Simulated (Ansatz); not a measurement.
Runs of Ansatz 0.2.0 on RuS. It takes space group P-6m2 (No. 187, hexagonal). Conventional cell: a = 3.369 Å, b = 3.369 Å, c = 3.288 Å, α = 90.00°, β = 90.00°, γ = 120.00°. Around Ru (site symmetry -6m2) lie 6 S at 2.55 Å. S (site symmetry -6m2) is surrounded by 6 Ru at 2.55 Å. The cell comes from a database or a generator and needn't be the stable form of this composition.

```tsv
task	spin	cell	points for each segment of the path	gap on the mesh (eV)	pressure (GPa)	relaxed volume (Å³/atom)
relaxation of cell and atoms	off	relaxed	-	none	0.0	13.26
band structure	SOC, no magnetisation	as given	14	none	(a)	-
band structure	off	as given	14	none	-23.6	-
relaxation of cell and atoms	SOC, no magnetisation	relaxed	-	none	0.0	13.27
```

Alike in all rows: level LDA; potentials or basis Ansatz PAW; k mesh 7 × 7 × 6; cutoff (eV) 420; smearing fermi-dirac 0.05 eV.

Question: Fill in the values left out.

Answer: (a) -23.3.

Caveats: the PAW data sets come from PBE, with cores solved anew for the run's functional, which leaves a small shift of forces and pressure; the volume moved by over 15 % at a fixed basis, so the end points are rough (some runs); the plane-wave basis is chosen anew once the cell has moved, so the energies of steps on either side of that aren't comparable (some runs).

A k mesh can miss the band edges, and rows without SOC leave out spin-orbit coupling on Ru.

A gap of «none» marks a metal or a gap under the smearing width.
